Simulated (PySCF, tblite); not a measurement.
# C5H11FOS: geometry, infrared bands and NMR shifts

Wanted: the infrared bands and NMR shifts of C5H11FOS (`C[C@H](S)CCOCF`), by calculation.

The runs use tblite 0.8.0 and PySCF 2.14.0, with density-fitted response routines of our own; the level of theory stands in each step. All values are computed, except where a source is named. Atoms are numbered from 0 throughout.

## (1) The starting structure

19 atoms, charge 0, multiplicity 1; geometry from: force field or distance geometry start.

Bonds of the start (Å): C0–C1 1.51, C1–S2 1.83, C1–C3 1.54, C3–C4 1.54, C4–O5 1.43, O5–C6 1.42, C6–F7 1.36, C0–H8 1.10, C0–H9 1.09, C0–H10 1.10, C1–H11 1.11, S2–H12 1.34, C3–H13 1.10, C3–H14 1.09, C4–H15 1.10, C4–H16 1.10, C6–H17 1.10, C6–H18 1.09.

## (2) Relaxing the molecule with GFN2-xTB

Job settings and geometry (Å):

```
{"job": {"kind": "relax", "xc": "GFN2-xTB", "basis": "xTB"}, "charge": 0, "multiplicity": 1}
C     -2.767400    -0.297900    -0.553400
C     -1.572500    -0.160300     0.362200
S     -1.804700     1.282000     1.459600
C     -0.270800    -0.058700    -0.446600
C      0.996200    -0.085800     0.421800
O      2.112600    -0.141400    -0.472000
C      3.343800    -0.171300     0.242400
F      3.447400     0.973000     0.973900
H     -3.701400    -0.402700     0.018000
H     -2.684400    -1.188100    -1.177400
H     -2.877600     0.567300    -1.221200
H     -1.529200    -1.052600     1.018900
H     -1.842700     2.210800     0.493300
H     -0.216200    -0.911000    -1.142300
H     -0.273500     0.839000    -1.070700
H      1.000800    -0.965000     1.077300
H      1.067400     0.821800     1.033100
H      3.389900    -1.043300     0.916700
H      4.172300    -0.206500    -0.457900
```

Started as:

```
$ OMP_NUM_THREADS=1 python probes_run.py task.json out
```

This one command runs all jobs of the session in turn.

**Question.** This job is followed by: GFN2-xTB harmonic vibrations, gas phase; GIAO PBE0/pcSseg-1 NMR shielding, non-relativistic, gas phase. What will the session give for the following? strongest single infrared mode (GFN2-xTB); zero-point energy (GFN2-xTB); ¹³C shifts against TMS (PBE0/pcSseg-1); ¹H shifts against TMS (PBE0/pcSseg-1, means over atoms taken as alike); ³³S shifts against CS2 (PBE0/pcSseg-1); ¹⁷O shifts against H2O (PBE0/pcSseg-1); ¹⁹F shifts against CFCl3 (PBE0/pcSseg-1).

As calculated:

```
                                                              quantity                                                     value
                             strongest single infrared mode (GFN2-xTB)                                      946 cm⁻¹, 138 km/mol
                                          zero-point energy (GFN2-xTB)                                             95.8 kcal/mol
                                ¹³C shifts against TMS (PBE0/pcSseg-1)                         107.8, 74.9, 45.2, 40.8, 31.5 ppm
¹H shifts against TMS (PBE0/pcSseg-1, means over atoms taken as alike)  5.79, 5.49, 5.13, 3.27, 2.23, 2.12, 1.53, 1.52, 1.21 ppm
                                ³³S shifts against CS2 (PBE0/pcSseg-1)                                                   -23 ppm
                                ¹⁷O shifts against H2O (PBE0/pcSseg-1)                                                  93.1 ppm
                              ¹⁹F shifts against CFCl3 (PBE0/pcSseg-1)                                                -176.7 ppm
```

In words: Over 47 steps the energy fell by 0.127 eV; of the close pairs, O5–C6 changed most, 1.424 to 1.361 Å. No mode is imaginary among the 51: a minimum at this level. The strongest single mode, at 946 cm⁻¹, moves mainly C6 and F7. GFN2-xTB is a fitted tight-binding method: band positions and strengths are rough. Its intensities can rank the bands wrongly. At PBE0/pcSseg-1: The largest span, 422 ppm, is at S2, where the paramagnetic term is -530 ppm.
